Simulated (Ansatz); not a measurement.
# NaRh12: the cost of one run

Method: DFT PBE+D3(BJ), plane waves, PAW, scalar-relativistic, no spin polarisation, in Ansatz 0.2.0.

### 1 The structure to begin with

The cell holds 13 atoms (NaRh12): a = 5.374 Å, b = 5.374 Å, c = 17.388 Å, α = 90.00°, β = 90.00°, γ = 60.00°.

Structure file:

```cif
data_structure
_symmetry_space_group_name_H-M 'P 1'
_symmetry_Int_Tables_number 1
_cell_length_a 5.3740
_cell_length_b 5.3740
_cell_length_c 17.3879
_cell_angle_alpha 90.000
_cell_angle_beta 90.000
_cell_angle_gamma 60.000
_cell_volume 434.88
loop_
_atom_site_label
_atom_site_type_symbol
_atom_site_fract_x
_atom_site_fract_y
_atom_site_fract_z
_atom_site_occupancy
Rh1 Rh 0.16667 0.16667 0.05751 1
Rh2 Rh 0.66667 0.16667 0.05751 1
Rh3 Rh 0.16667 0.66667 0.05751 1
Rh4 Rh 0.66667 0.66667 0.05751 1
Rh5 Rh 0.83333 0.33333 0.18369 1
Rh6 Rh 0.33333 0.33333 0.18369 1
Rh7 Rh 0.83333 0.83333 0.18369 1
Rh8 Rh 0.33333 0.83333 0.18369 1
Rh9 Rh 0.00000 0.00000 0.30986 1
Rh10 Rh 0.50000 0.00000 0.30986 1
Rh11 Rh 0.00000 0.50000 0.30986 1
Rh12 Rh 0.50000 0.50000 0.30986 1
Na1 Na 0.17865 0.67861 0.46975 1
```

### 2 End point A

input.yaml

```yaml
crystal:
  lattice:
    - [5.374012, 0.0, 0.0]
    - [2.687006, 4.654031, 0.0]
    - [0.0, 0.0, 17.387862]
  atoms:
    - { symbol: Rh, position: [0.1666667, 0.1666667, 0.0575114] }
    - { symbol: Rh, position: [0.6666667, 0.1666667, 0.0575114] }
    - { symbol: Rh, position: [0.1666667, 0.6666667, 0.0575114] }
    - { symbol: Rh, position: [0.6666667, 0.6666667, 0.0575114] }
    - { symbol: Rh, position: [-0.1666667, 0.3333333, 0.1836874] }
    - { symbol: Rh, position: [0.3333333, 0.3333333, 0.1836874] }
    - { symbol: Rh, position: [-0.1666667, 0.8333333, 0.1836874] }
    - { symbol: Rh, position: [0.3333333, 0.8333333, 0.1836874] }
    - { symbol: Rh, position: [0.0, 0.0, 0.3098634] }
    - { symbol: Rh, position: [0.5, 0.0, 0.3098634] }
    - { symbol: Rh, position: [0.0, 0.5, 0.3098634] }
    - { symbol: Rh, position: [0.5, 0.5, 0.3098634] }
    - { symbol: Na, position: [0.1786532, 0.6786093, 0.469745] }
basis:
  ecutwfc: 420.0
kpoints:
  mp_grid: { grid: [4, 4, 1] }
hamiltonian:
  xc: pbe
  dispersion: d3bj
scf:
  occupations: { method: gaussian, width: 0.1 }
  lower_state_search: "off"
relax:
  f_tol: 0.03
  max_steps: 60
  adjacent_minimum: "off"
  constraints: [{ sites: [0, 1, 2, 3] }]
output:
  write_density: true
  write_potential: true
  elf: true
  volumetric_format: npy
```

Started as:

```
$ ansatz run input.yaml --threads 4 --pin off --max-ram 10240MiB --backend cpu --events-out ev --progress --plain --runs-dir out
```

What time and memory should one allow on 4 threads of Intel Xeon Platinum 8488C (Sapphire Rapids), shared host?

About 47 s, with a peak of 1.7 GiB.
